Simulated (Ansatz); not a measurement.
# Cs3Ta: the cost of one run

Computed with Ansatz 0.2.0 (DFT PBE, scalar-relativistic, plane waves, PAW, unless a step's input says otherwise).

1 further run of the same task is left out (it didn't finish).

## 1. Starting point

It takes space group P4/mmm (No. 123, tetragonal). The conventional cell has a = 5.288 Å, b = 5.288 Å, c = 5.233 Å, α = 90.00°, β = 90.00°, γ = 90.00°. Cs (site symmetry mmm) has 8 Cs at 3.72 to 3.74 Å and 4 Ta at 3.72 Å as nearest neighbours. Cs (site symmetry 4/mmm) is surrounded by 8 Cs at 3.72 Å and 4 Ta at 3.74 Å. Ta (site symmetry 4/mmm) has 12 Cs at 3.72 to 3.74 Å as nearest neighbours.

Coordinates:

```cif
data_structure
_symmetry_space_group_name_H-M 'P 1'
_symmetry_Int_Tables_number 1
_cell_length_a 5.2876
_cell_length_b 5.2876
_cell_length_c 5.2333
_cell_angle_alpha 90.000
_cell_angle_beta 90.000
_cell_angle_gamma 90.000
_cell_volume 146.32
loop_
_atom_site_label
_atom_site_type_symbol
_atom_site_fract_x
_atom_site_fract_y
_atom_site_fract_z
_atom_site_occupancy
Cs1 Cs 0.00000 0.50000 0.50000 1
Cs2 Cs 0.50000 0.00000 0.50000 1
Cs3 Cs 0.50000 0.50000 0.00000 1
Ta1 Ta 0.00000 0.00000 0.00000 1
```

(A quick probe on a coarse mesh, which set the mesh and smearing, is not shown.)

## 3. The relaxation

File input.yaml:

```yaml
crystal:
  lattice:
    - [5.2876245403, 0.0, 0.0]
    - [0.0, 5.2876245403, 0.0]
    - [0.0, 0.0, 5.2332751402]
  atoms:
    - { symbol: Cs, position: [0.0, 0.5, 0.5] }
    - { symbol: Cs, position: [0.5, 0.0, 0.5] }
    - { symbol: Cs, position: [0.5, 0.5, 0.0] }
    - { symbol: Ta, position: [0.0, 0.0, 0.0] }
basis:
  ecutwfc: 420
kpoints:
  mp_grid: { grid: [10, 10, 10] }
hamiltonian:
  xc: pbe
scf:
  occupations: { method: gaussian, width: 0.1 }
output:
  forces: true
  stress: true
  eigenvalues: true
relax:
  adjacent_minimum: "off"
  f_tol: 0.01
  max_steps: 80
  cell: { stress_tol: 0.05 }
```

Command:

```bash
$ ansatz run input.yaml --threads 1 --pin off --max-ram 2560MiB --backend cpu --events-out ev --progress --plain --runs-dir out
```

Q: Estimate wall time and peak memory on 1 thread of Arm Neoverse V2, shared host.

About 3.9 min, with a peak of 0.79 GiB.
